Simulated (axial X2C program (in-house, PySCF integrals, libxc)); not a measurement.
**ZrCO: bond lengths and stretches, held linear**

How do method and spin–orbit coupling move the bonds and stretches of ZrCO, held linear?

The runs use an in-house X2C program for linear molecules on PySCF integrals; all-electron X2C, two-component (2c) or spin-free, Zr dyall-v3z, C dyall-v3z, O dyall-av3z.

All values are calculated.

2 further runs of the same task are left out: 2 set aside as unsound or not needed.

### Step 1. The job

Contents of task.json:

```json
{
 "zs": [
  40,
  6,
  8
 ],
 "q": 0,
 "bas": [
  "dyall-v3z",
  "dyall-v3z",
  "dyall-av3z"
 ],
 "r0": [
  2.24,
  1.15
 ],
 "symm": 0,
 "scan": [
  "PBE0",
  "HF",
  "TPSSh"
 ],
 "levels": [
  "PBE0",
  "HF",
  "TPSSh"
 ],
 "nst": 2
}
```

Keys: zs atomic numbers; q charge; bas basis sets; r0 starting distance in Å; symm equal bonds; scan levels of the two-bond scan; levels methods; nst determinants followed.

Launch:

```sh
> python solin.py task.json out
```

Masses Zr 89.905, C 12.000, O 15.995 u.

### Step 2. Scan at PBE0, 2c

State: Ω = 4 (beyond evenly filled blocks: ω = 3/2, ω = 5/2). Energies above the lowest point, from the job's result record:

| r(Zr–C) (Å) | r(C–O) (Å) | E (meV) |
| --- | --- | --- |
| 2.0524 | 1.1290 | 72.19 |
| 2.0524 | 1.1580 | 23.06 |
| 2.0524 | 1.1869 | 57.17 |
| 2.1050 | 1.1290 | 40.39 |
| 2.1050 | 1.1580 | 0.00 |
| 2.1050 | 1.1869 | 42.52 |
| 2.1050 | 1.2159 | 152.69 |
| 2.1576 | 1.1290 | 47.16 |
| 2.1576 | 1.1580 | 14.94 |
| 2.1576 | 1.1869 | 65.31 |
| 2.2103 | 1.1580 | 59.40 |
| 2.2103 | 1.2159 | 242.01 |

A quadratic surface with cubic terms in each bond gives the minimum at 2.109 and 1.157 Å, force constants 2.14, 15.9 and coupling 0.83 mdyn/Å.

### Step 3. Scan at TPSSh, 2c

State: Ω = 4 (beyond evenly filled blocks: ω = 3/2, ω = 5/2). Energies above the lowest point, from the job's result record:

| r(Zr–C) (Å) | r(C–O) (Å) | E (meV) |
| --- | --- | --- |
| 2.0524 | 1.1290 | 108.10 |
| 2.0524 | 1.1580 | 35.04 |
| 2.0524 | 1.1869 | 45.02 |
| 2.1050 | 1.1290 | 64.74 |
| 2.1050 | 1.1580 | 0.00 |
| 2.1050 | 1.1869 | 17.96 |
| 2.1050 | 1.2159 | 103.31 |
| 2.1576 | 1.1290 | 61.07 |
| 2.1576 | 1.1580 | 4.06 |
| 2.1576 | 1.1869 | 29.43 |
| 2.2103 | 1.1580 | 38.94 |
| 2.2103 | 1.2159 | 170.38 |

A quadratic surface with cubic terms in each bond gives the minimum at 2.123 and 1.165 Å, force constants 2.09, 15.1 and coupling 0.78 mdyn/Å.

### Step 4. Scan at PBE0, spin-free

State: M_S = 2, Λ = 2 (beyond evenly filled blocks: σα, π+α, π-α, δ+α). Energies above the lowest point, from the job's result record:

| r(Zr–C) (Å) | r(C–O) (Å) | E (meV) |
| --- | --- | --- |
| 2.0524 | 1.1290 | 73.24 |
| 2.0524 | 1.1580 | 23.68 |
| 2.0524 | 1.1869 | 57.38 |
| 2.1050 | 1.1290 | 40.80 |
| 2.1050 | 1.1580 | 0.00 |
| 2.1050 | 1.1869 | 42.12 |
| 2.1050 | 1.2159 | 151.91 |
| 2.1576 | 1.1290 | 47.06 |
| 2.1576 | 1.1580 | 14.45 |
| 2.1576 | 1.1869 | 64.44 |
| 2.2103 | 1.1580 | 58.55 |
| 2.2103 | 1.2159 | 240.44 |

A quadratic surface with cubic terms in each bond gives the minimum at 2.110 and 1.157 Å, force constants 2.14, 15.9 and coupling 0.83 mdyn/Å.

### Step 5. Comparison

| level | r(Zr–C) (Å) | r(C–O) (Å) | lower stretch (cm⁻¹) | upper stretch (cm⁻¹) |
| --- | --- | --- | --- | --- |
| PBE0, 2c | 2.109 | 1.157 | 411.7 | 1971.4 |
| TPSSh, 2c | 2.123 | 1.165 | 406.2 | 1918.4 |
| PBE0, spin-free | 2.110 | 1.157 | 411.8 | 1970.7 |
| TPSSh, spin-free | 2.123 | 1.165 | 406.3 | 1917.8 |

Scans not shown above were run alike.

**Reading.** Over the levels the Zr–C bond spans 2.109 to 2.123 Å and the C–O bond 1.157 to 1.165 Å. At PBE0 spin–orbit coupling leaves both bonds unchanged to 0.001 Å. Each state is one determinant, the lowest of a limited PBE0 search; the stretches come from a fit to few points and are good to some per cent at best. The molecule was held linear; bending was not examined, so a bent shape may lie lower. Open-shell Ω = 0 determinants with evenly filled partner blocks cannot be reached by this program, so the Ω shown need not be the lowest component. Note: functional without a current term on a determinant with orbital currents, of the molecule or an atom. Note: several unpaired electrons, one determinant need not be a pure state.
